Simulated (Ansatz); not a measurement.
**BClFHO: a dynamics run in two tries**

Wanted: a short trajectory, and a check that the input is sound. SMILES of the start: OB(F)Cl.

Method: RKS PBE0-D4/def2-SVP, in Ansatz 0.2.0.

**1. The structure to begin with**

Bond lengths: B1–F2 1.318 Å, B1–O3 1.353 Å, O3–H4 0.976 Å, B1–Cl5 1.730 Å. Angles: F2–B1–O3 118.6°, F2–B1–Cl5 120.3°, O3–B1–Cl5 121.1°, B1–O3–H4 106.4°.

As a file:

```xyz
5

B     0.1168   -0.0980    0.0748
F     0.0269    0.1471    1.3669
O     1.3463   -0.2179   -0.4765
H     1.2212   -0.1609   -1.4431
Cl   -1.3118   -0.1849   -0.8973
```

**2. The run**

input.yaml

```yaml
crystal:
  periodic: [false, false, false]
  atoms:
    - { symbol: B, position_ang: [0.116782, -0.097986, 0.074835] }
    - { symbol: F, position_ang: [0.026859, 0.147135, 1.366851] }
    - { symbol: O, position_ang: [1.346269, -0.217875, -0.47652] }
    - { symbol: H, position_ang: [1.221247, -0.160908, -1.443132] }
    - { symbol: Cl, position_ang: [-1.311797, -0.184898, -0.897347] }
magnetization:
  spin_polarized: true
  initial_magnetization: 1
basis:
  gaussian: { orbitals: def2-SVP }
hamiltonian:
  xc: pbe0
  dispersion: d4
md:
  timestep: 1.0
  n_steps: 25
  ensemble: nvt_langevin
  temperature: 700.0
  initial_velocities: maxwell_boltzmann
  seed: 267856
  friction: 0.02
  masses: [{ species: H, mass: 10.0 }]
```

The run is started by

```
$ ansatz run input.yaml --threads 1 --pin off --max-ram 2048MiB --backend cpu --events-out ev --progress --plain --runs-dir out
```

**Question.** What will these runs give? Wanted: first try.

The runs gave:

```
 quantity                                                                                                    value
first try                                                                                                  refused
    cause  the number of unpaired electrons doesn't fit the number of electrons: even goes with even, odd with odd
```

**Reading.** The fault in the first input was caught at the input check and cost nothing.
